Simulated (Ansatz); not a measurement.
**Cu: a hydrostatic pressure series**

An exercise on one series of results from a longer session: the logs are not shown, and one member is left open.

This is Cu in the hcp structure; at room conditions it is fcc.

Program: Ansatz 0.2.0. Level of theory: DFT r2SCAN, scalar-relativistic, plane waves, PAW. These are calculated values, not measurements.

1 further run of the same task is left out (set aside as unsound or not needed).

## The starting structure

The structure is hexagonal, space group P6_3/mmc (No. 194). The conventional cell has a = 2.531 Å, b = 2.531 Å, c = 4.130 Å, α = 90.00°, β = 90.00°, γ = 120.00°. Cu (site symmetry -6m2) has 12 Cu at 2.53 Å as nearest neighbours.

Coordinates:

```
Cu
1.0
     2.53050    0.00000    0.00000
    -1.26525    2.19148    0.00000
     0.00000    0.00000    4.12986
Cu
2
Direct
  0.33333 0.66667 0.25000
  0.66667 0.33333 0.75000
```

It goes back to an entry of the Materials Project, which need not be the stable form.

This cell was relaxed beforehand with the same method: volume 11.45 Å³/atom, gap on the mesh none (metal).

The first run:

File input.yaml:

```yaml
crystal:
  lattice:
    - [2.539128297, 0.0, 0.0]
    - [-1.2695641485, 2.1989496087, 0.0]
    - [0.0, 0.0, 4.1439327441]
  atoms:
    - { symbol: Cu, position: [0.3333333333, 0.6666666667, 0.25] }
    - { symbol: Cu, position: [0.6666666667, 0.3333333333, 0.75] }
basis:
  ecutwfc: 500
kpoints:
  mp_grid: { grid: [18, 18, 10] }
hamiltonian:
  xc: r2scan
scf:
  occupations: { method: gaussian, width: 0.1 }
output:
  forces: true
  stress: true
  eigenvalues: true
relax:
  adjacent_minimum: "off"
  f_tol: 0.008
  max_steps: 50
  cell: { stress_tol: 0.08, p_target: -1.0 }
```

On the command line:

```bash
$ ansatz run input.yaml --threads 1 --pin off --max-ram 2560MiB --backend cpu --events-out ev --progress --plain --runs-dir out
```

Steps of the session up to this table: -1 GPa; Target pressure 1 GPa; 4 GPa; Relaxing at 12 GPa; Relaxing at 25 GPa; 50 GPa; Target pressure 90 GPa.

One of the session's tables, all rows but one given; the rest of the session is left out.

```
P (GPa)  V (Å³/atom)  a (Å)  b (Å)  c (Å)  ΔH (eV/atom)
     -1        11.53  2.536  2.536  4.139        -0.072
      0        11.45  2.531  2.531  4.130         0.000
      1        11.38  2.526  2.526  4.122         0.071
      4        11.19  2.511  2.511  4.098         0.283
     12        10.75  2.478  2.478  4.044         0.830
     25            ?      ?      ?      ?             ?
     50         9.46  2.372  2.372  3.882         3.205
     90         8.67  2.304  2.304  3.771         5.461
```

**Question.** Estimate the row for P (GPa) = 25.

Worked estimate for «V (Å³/atom)». A straight line through the neighbours (12, 10.75) and (50, 9.46) gives 10.75 + (9.46 − 10.75) × (25 − 12) / (50 − 12) = 10.31; a parabola fitted to 4 rows on both sides gives 10.27.

The run gave: V (Å³/atom): 10.20; a (Å): 2.434; b (Å): 2.434; c (Å): 3.975; ΔH (eV/atom): 1.679. In «V (Å³/atom)» the line misses by +0.11 and the parabola by +0.07.

ΔH is E + PV over the energy at zero pressure; a, b and c are the vectors of the computed cell. 
